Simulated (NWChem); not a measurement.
**One shape, several levels: CHBrCl2 (bromodichloromethane)**

We compute a comparison of 6 runs (HF/STO-3G, B3LYP/6-31G*, M06-2X/6-31G*, SVWN5/6-31G*, CCSD(T)/6-31G*) of CHBrCl2 (bromodichloromethane). 

The results are computed with NWChem 7.3.0.

36 further runs of the same task are left out: 36 set aside as unsound or not needed. Runs told in other sessions of the task aren't counted.

## Step 1: Starting point

CHBrCl2 has 5 atoms, charge 0, and is taken as a singlet. SMILES: `ClC(Cl)Br`. The C2–Cl3 distance was set to 2.280 Å, away from the relaxed value.

Bond lengths: Cl1–C2 1.754 Å, C2–Br4 1.934 Å, C2–H5 1.084 Å. Angles: Cl1–C2–Br4 111.2°, Cl1–C2–H5 108.1°, Br4–C2–H5 106.3°. A long bond or contact: C2–Cl3 2.280 Å.

## Step 2: The energy at HF/STO-3G (run 1)

sp.nw

```
echo
START sp
memory 2200 mb
GEOMETRY units au noautosym nocenter noautoz
Cl    -1.67420097     1.04058525     3.22924715
C     -0.49259302     0.91180041     0.13561431
Cl     2.29675423    -2.33451096    -0.35753618
Br    -3.20143983     0.71364373    -2.30972909
H      0.49662192     2.66514500    -0.24238761
END
BASIS spherical bse
Cl library STO-3G
C library STO-3G
Br library STO-3G
H library STO-3G
END
SCF
thresh 1e-08
maxiter 80
END
TASK scf energy
```

Run with:

```sh
nwchem sp.nw > sp.out
```

The log of the run:

```text
[...]
  functions       =    42
[...]
  wavefunction    = RHF
[...]
         Total SCF energy =  -3491.724574340770
      One-electron energy =  -5606.366032802564
      Two-electron energy =   1745.780926611741
 Nuclear repulsion energy =    368.860531850053
        Time for solution =      5.2s
[...]
```

Wall time 6.3 s (1 thread of Intel Xeon Platinum 8259CL at 2.50GHz (Skylake/Cascade Lake), shared host); peak memory 0.098 GiB.

## Step 3: The energy at B3LYP/6-31G(d) (spherical functions) (run 2)

chbrcl2.nw

```
start chbrcl2
memory total 2200 mb
geometry noautosym nocenter noautoz
 Cl    -0.885949     0.550654     1.708844
 C     -0.260669     0.482504     0.071764
 Cl     1.215390    -1.235370    -0.189200
 Br    -1.694129     0.377644    -1.222256
 H      0.262801     1.410334    -0.128266
end
basis spherical bse
 Cl library 6-31G*
 C library 6-31G*
 Br library 6-31G*
 H library 6-31G*
end
dft
 xc b3lyp
 grid xfine
 convergence energy 1e-08
 iterations 100
 mulliken
 print low
end
task dft
```

Run with:

```sh
nwchem chbrcl2.nw > chbrcl2.out
```

The log of the run:

```text
[...]
 d= 0,ls=0.0,diis     1  -3532.6852540358 -3.90D+03  3.05D-02  1.44D+00     5.0
[...]
 d= 0,ls=0.0,diis    11  -3532.9091798610 -5.91D-10  3.49D-07  4.28D-10    40.7
         Total DFT energy =    -3532.909179860961
      One electron energy =    -5638.717735271553
           Coulomb energy =     1890.490430707238
    Exchange-Corr. energy =     -153.542433428601
 Nuclear repulsion energy =      368.860558131954
[...]
      Total Density - Mulliken Population Analysis
     ---------------------------------------------
    Atom       Charge   Shell Charges
 -----------   ------   -------------------------------------------------------
    1 Cl  17    16.90   2.00  2.00  5.97  1.43  3.58  0.50  1.38  0.03
    2 C    6     6.27   2.00  0.71  1.79  0.75  0.97  0.05
    3 Cl  17    17.18   2.00  2.00  5.97  1.43  3.49  0.55  1.73  0.01
    4 Br  35    34.92   2.00  2.00  6.00  2.00  5.99  1.66  3.76  0.30  1.18  6.95  2.92  0.17
    5 H    1     0.73   0.52  0.21
[...]
```

Run time: 41 s. Hardware: 1 thread of Intel Xeon Platinum 8259CL at 2.50GHz (Skylake/Cascade Lake), shared host; peak memory 0.13 GiB.

Runs 3 to 4 aren't shown in full; the table further down has their settings and results.

## Step 4: A single-point energy at B3LYP/6-31G(d) (Cartesian functions) (run 5)

chbrcl2.xyz

```xyz
5

Cl    -0.885949     0.550654     1.708844
C     -0.260669     0.482504     0.071764
Cl     1.215390    -1.235370    -0.189200
Br    -1.694129     0.377644    -1.222256
H      0.262801     1.410334    -0.128266
```

chbrcl2.nw

```
echo
START chbrcl2
memory 2200 mb
charge 0

GEOMETRY units angstrom noautosym nocenter noautoz
 load chbrcl2.xyz
END

BASIS cartesian
 Cl library 6-31G*
 C library 6-31G*
 Br library 6-31G*
 H library 6-31G*
END

DFT
 xc b3lyp
 grid fine
 convergence energy 1e-08
 maxiter 100
 mulliken
END

TASK dft energy
```

Run with:

```sh
nwchem chbrcl2.nw > chbrcl2.out
```

The log of the run:

```text
[...]
          Wavefunction type:  closed shell.
          No. of atoms     :     5
          No. of electrons :    76
[...]
          Charge           :     0
          Spin multiplicity:     1
[...]
          AO basis - number of functions:    90
[...]
              XC Information
              --------------
                         B3LYP Method XC Potential
                     Hartree-Fock (Exact) Exchange  0.200
                        Slater Exchange Functional  0.800 local
                    Becke 1988 Exchange Functional  0.720 non-local
              Lee-Yang-Parr Correlation Functional  0.810
                  VWN I RPA Correlation Functional  0.190 local
[...]
 d= 0,ls=0.0,diis     1  -3532.6959578232 -3.90D+03  2.96D-02  2.79D+00     4.7
[...]
 d= 0,ls=0.0,diis    11  -3532.9252600467 -4.64D-09  6.02D-07  1.30D-09    31.7
         Total DFT energy =    -3532.925260046653
      One electron energy =    -5638.503352910999
           Coulomb energy =     1890.175823279464
    Exchange-Corr. energy =     -153.458288547072
 Nuclear repulsion energy =      368.860558131954
[...]
      Total Density - Mulliken Population Analysis
     ---------------------------------------------
    Atom       Charge   Shell Charges
 -----------   ------   -------------------------------------------------------
    1 Cl  17    16.90   2.00  1.99  5.97  1.48  3.58  0.51  1.38 -0.01
    2 C    6     6.28   1.99  0.72  1.79  0.77  0.97  0.03
    3 Cl  17    17.17   2.00  1.99  5.97  1.49  3.49  0.55  1.73 -0.05
    4 Br  35    34.92   2.00  1.99  6.00  1.93  5.99  1.64  3.76  0.34  1.18  7.02  2.95  0.13
    5 H    1     0.72   0.52  0.21
[...]
```

It took 33 s on 1 thread of Intel Xeon Platinum 8259CL at 2.50GHz (Skylake/Cascade Lake), shared host; peak memory 0.12 GiB.

## Step 5: The energy at CCSD(T)/6-31G(d) (spherical functions) (run 6)

test.nw

```
start test
title "CHBrCl2"
memory stack 880 mb heap 220 mb global 1100 mb
geometry units au noautosym nocenter noautoz
  Cl    -1.67420097     1.04058525     3.22924715
  C     -0.49259302     0.91180041     0.13561431
  Cl     2.29675423    -2.33451096    -0.35753618
  Br    -3.20143983     0.71364373    -2.30972909
  H      0.49662192     2.66514500    -0.24238761
end
basis spherical bse
  * library 6-31G*
end
scf
  thresh 1e-08
  maxiter 80
end
ccsd
  freeze core 20
  maxiter 60
end
task ccsd(t)
```

Run with:

```sh
nwchem test.nw > test.out
```

The log of the run:

```text
[...]
  functions       =    84
[...]
  wavefunction    = RHF
[...]
         Total SCF energy =  -3529.427487781431
      One-electron energy =  -5638.264681188328
      Two-electron energy =   1739.976661556844
 Nuclear repulsion energy =    368.860531850053
        Time for solution =     43.1s
[...]
 Total MP2 energy:          -3530.077399980141308
[...]
             energy      energy      error      ampl     ampl      Block
                                                time     time      time
[...]
 Total CCSD energy:          -3530.107160324226243
[...]
 Total CCSD+T(CCSD) energy:          -3530.130246929909390
[...]
 Total CCSD(T) energy:               -3530.128864751360197
[...]
```

Run time: 4.6 min. Hardware: 1 thread of Intel Xeon Platinum 8259CL at 2.50GHz (Skylake/Cascade Lake), shared host; peak memory 0.25 GiB.

## Step 6: Overview of the runs

```
run                                 level  iteration cap   module   energy (Eh)  dipole moment (D) of the reference  HOMO energy (eV)  LUMO energy (eV)  wall time
  1                             HF/STO-3G             80      scf  -3491.724574                                2.76             -9.53              2.61      6.3 s
  2    B3LYP/6-31G* (spherical functions)            100      dft  -3532.909180                                   –                 –                 –       41 s
  3   M06-2X/6-31G* (spherical functions)            100      dft  -3532.816860                                2.57             -9.95             -2.79       50 s
  4    SVWN5/6-31G* (spherical functions)            100      dft  -3525.984874                                2.70             -7.15             -4.58       35 s
  5    B3LYP/6-31G* (Cartesian functions)            100      dft  -3532.925260                                2.64             -8.24             -3.83       33 s
  6  CCSD(T)/6-31G* (spherical functions)             80  ccsd(t)  -3530.128865                                   –            -11.65             -0.02    4.6 min
```

## Step 7: Results

```
                                           quantity           value
                                run 6: total energy  -3530.12886 Eh
         run 6: HOMO energy (Hartree–Fock orbitals)       -11.65 eV
         run 6: LUMO energy (Hartree–Fock orbitals)        -0.02 eV
       run 6: HOMO–LUMO gap (Hartree–Fock orbitals)        11.63 eV
run 6: correlation energy (20 core orbitals frozen)      -701.4 mEh
                              run 6: (T) correction      -21.70 mEh
```

In words: Over runs 1, 3, 4, 5 the dipole moment (its size) runs from 2.57 D (M06-2X/6-31G*) to 2.76 D (HF/STO-3G). The two ends differ in method and basis. Over runs 1, 3, 4, 5 the HOMO–LUMO gap runs from 2.57 eV (SVWN5/6-31G*) to 12.14 eV (HF/STO-3G). Totals of different functionals can't be ranked against each other. In run 1 the basis is minimal, so the values are rough. All runs together took 7.4 min, the longest 4.6 min.
